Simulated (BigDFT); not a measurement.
## F4C2 in BigDFT: the effect of field

The system is F4C2, in a box.

```
F C
1.0
    12.00000    0.00000    0.00000
     0.00000   13.00000    0.00000
     0.00000    0.00000   11.00000
F C
4 2
Cartesian
  7.1752 5.3971 4.8337
  5.6685 5.0110 6.3740
  6.3575 8.0309 4.6941
  4.8508 7.6447 6.2342
  6.2085 5.8914 5.5674
  5.8176 7.1505 5.5005
```

Alike in all runs:

```yaml
Program: BigDFT 1.9.6
Task: single point
Functional: PBE
Potentials_or_basis: GTH-PBE (C q4, F q7)
Grid_spacing: 0.27 bohr
Occupations: fixed
Spin: no spin polarisation
```

```csv
field,largest force (eV/Å)
0,?
0.002,1.15
-0.002,1.15
0.005,1.28
-0.005,1.28
0.01,1.51
-0.01,1.51
```

Problem. What does the run with field 0 give?

Solution. Largest force 1.09 eV/Å.

Worked out: A parabola through the other rows of the largest force, of slope 2.76e-14 eV/Å per unit of field there, gives 1.16 eV/Å, against the run's 1.09.

Caveats: boundaries are free: the box only frames the coordinates; an electric field is on (some runs).
